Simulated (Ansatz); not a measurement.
**BGaH₂OSSe: how energies converge with the basis set**

The task here is to estimate one member of a computed series from the others.

Computed with Ansatz 0.2.0, Gaussian basis. Level: one geometry, several basis sets.

Levels to be run: PBE0-D4/def2-SVP; ωB97M-V/def2-SVP; PBE0-D4/def2-QZVPP; the functionals' def2-TZVPP values are taken from earlier runs.

1 further run of the same task is left out (it didn't finish).

## The geometry

An earlier PBE0-D4 in a triple-zeta def2 set relaxation fixed the geometry.

SMILES `[SeH]B1[O][GaH][S]1`, 7 atoms, charge 0, spin multiplicity 1.

Atoms are counted from 1 here; the program's logs count them from 0.

Bond lengths: Se1–B2 1.947 Å, Se1–H6 1.466 Å, B2–O3 1.355 Å, B2–S5 1.878 Å, O3–Ga4 1.850 Å, Ga4–S5 2.191 Å, Ga4–H7 1.540 Å. Angles: B2–Se1–H6 94.8°, Se1–B2–O3 121.8°, Se1–B2–S5 124.6°, O3–B2–S5 113.6°, B2–O3–Ga4 92.5°, O3–Ga4–S5 84.1°, O3–Ga4–H7 128.7°, S5–Ga4–H7 147.1°, B2–S5–Ga4 69.8°.

Set-up of the first run:

The input, in.yaml:

```yaml
crystal:
  periodic: [false, false, false]
  atoms:
    - {symbol: Se, position_ang: [-1.861386, 0.577707, 1.564247]}
    - {symbol: B, position_ang: [-0.456405, 0.056929, 0.321177]}
    - {symbol: O, position_ang: [-0.555736, -1.057636, -0.442544]}
    - {symbol: Ga, position_ang: [1.091714, -0.763430, -1.231471]}
    - {symbol: S, position_ang: [1.138516, 1.010621, 0.052723]}
    - {symbol: H, position_ang: [-1.170780, 1.783336, 2.033411]}
    - {symbol: H, position_ang: [1.814067, -1.607528, -2.297544]}
basis:
  gaussian: {orbitals: def2-SVP}
hamiltonian: {xc: pbe0, dispersion: d4}
output: {orbitals: {seedname: orbitals}}
```

Run with:

```
> ansatz run in.yaml --threads 2 --pin off --events-out ev --progress --plain --max-ram 4352MiB
```

Among the steps run: PBE0-D4 in def2-SVP; ωB97M-V in def2-SVP; PBE0-D4 in def2-QZVPP.

One table of the session follows, with a row left open; its other results are not shown here.

It belongs to the step «Density functionals: the series». 

| functional | basis | HOMO (eV) | LUMO (eV) |
| --- | --- | --- | --- |
| PBE0-D4 | def2-SVP | ? | ? |
| PBE0-D4 | def2-TZVPP | -7.09 | -1.68 |
| PBE0-D4 | def2-QZVPP | -7.11 | -1.71 |
| ωB97M-V | def2-SVP | -9.06 | 0.09 |
| ωB97M-V | def2-TZVPP | -9.19 | 0.01 |

Q: Estimate the row for PBE0-D4, def2-SVP from the others.

**Answer.** HOMO (eV): -6.99; LUMO (eV): -1.63. In the column «HOMO (eV)» it is the highest.
